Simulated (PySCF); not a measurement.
# RuCl₂: one geometry, many levels of theory

How much do the numbers for RuCl₂ (quintet) hang on the method? All levels run at one geometry, the PBE0 minimum.

Computed with PySCF 2.14.0. Level: several methods, basis Ru def2-SVP with ECP28, Cl def2-SVP, scalar-relativistic core potentials, no spin–orbit coupling, density fitting.

## Step 1: Where the work starts

3 atoms, charge 0, spin multiplicity 5.

Bond lengths: Ru1–Cl2 2.255 Å, Ru1–Cl3 2.255 Å. Angles: Cl2–Ru1–Cl3 180.0°.

```xyz
3
charge 0 multiplicity 5
Ru    0.0000    0.0000    0.0000
Cl    0.0000    0.0000    2.2555
Cl    0.0000    0.0000   -2.2555
```

## Step 2: PBE0

The steps are one call of a driver around PySCF; scf.py gives each level's set-up. Each SCF starts from the density of the minimum. The driver also runs the species with one electron less or more at the same geometry (cation multiplicity 6, anion multiplicity 4); their logs are not shown.

scf.py reads:

```python
from pyscf import gto, scf, dft
mol = gto.M(atom='''
Ru     0.000000     0.000000     0.000000
Cl     0.000000     0.000000     2.255461
Cl     0.000000    -0.000000    -2.255461''',
    basis={'Ru': 'def2-SVP', 'Cl': 'def2-SVP'},
    ecp={'Ru': 'def2-SVP'},
    charge=0, spin=4)
mf = dft.UKS(mol, xc='PBE0')
mf.grids.atom_grid = (75, 302)
aux = {'Ru': 'def2-universal-JKFIT', 'Cl': 'def2-universal-JKFIT'}
mf = mf.density_fit(auxbasis=aux)
mf.kernel()
```

## Step 3: HF

scf.py: that of step 2 with these lines changed.

```diff
@@ -9,2 +9 @@
-mf = dft.UKS(mol, xc='PBE0')
-mf.grids.atom_grid = (75, 302)
+mf = scf.UHF(mol)
```

## Step 4: MP2

scf.py: that of step 3 with these lines changed.

```diff
@@ -12,0 +13,2 @@
+from pyscf.mp import dfump2
+dfump2.DFUMP2(mf, frozen=10).kernel()  # the driver gives MP2 a fitting basis of its own (RI)
```

## Step 5: PBE

scf.py: that of step 4 with these lines changed.

```diff
@@ -9 +9,2 @@
-mf = scf.UHF(mol)
+mf = dft.UKS(mol, xc='PBE')
+mf.grids.atom_grid = (75, 302)
@@ -13,2 +13,0 @@
-from pyscf.mp import dfump2
-dfump2.DFUMP2(mf, frozen=10).kernel()  # the driver gives MP2 a fitting basis of its own (RI)
```

## Step 6: CCSD(T)

scf.py: that of step 5 with these lines changed.

```diff
@@ -9,2 +9 @@
-mf = dft.UKS(mol, xc='PBE')
-mf.grids.atom_grid = (75, 302)
+mf = scf.UHF(mol)
@@ -13,0 +13,3 @@
+from pyscf import cc
+mycc = cc.CCSD(mf, frozen=10).run()
+mycc.ccsd_t()
```

(Steps that only read results are left out.)

Q: Predict the outcome of this session. Wanted: atomisation energy, range; vertical ionisation energy, range; vertical electron affinity, range; gap, range; T1, D1.

**Answer**, as computed:

| quantity | value |
| --- | --- |
| atomisation energy, range | 540 (HF) to 792 (PBE) kJ/mol |
| vertical ionisation energy, range | 9.52 (MP2) to 9.90 (PBE0) eV |
| vertical electron affinity, range | 1.06 (HF) to 2.22 (PBE0) eV |
| gap, range | 0.73 (PBE) to 11.27 (HF) eV |
| T1, D1 | 0.023, 0.099 |

**Reading.** The atomisation energy spreads over 252 kJ/mol, from HF to PBE; without a CCSD(T) value for it there is no yardstick here. Without diffuse functions electron affinities tend to come out too low. This is the lowest SCF solution found for this spin; with open d or f shells other occupations or spin states may lie lower.
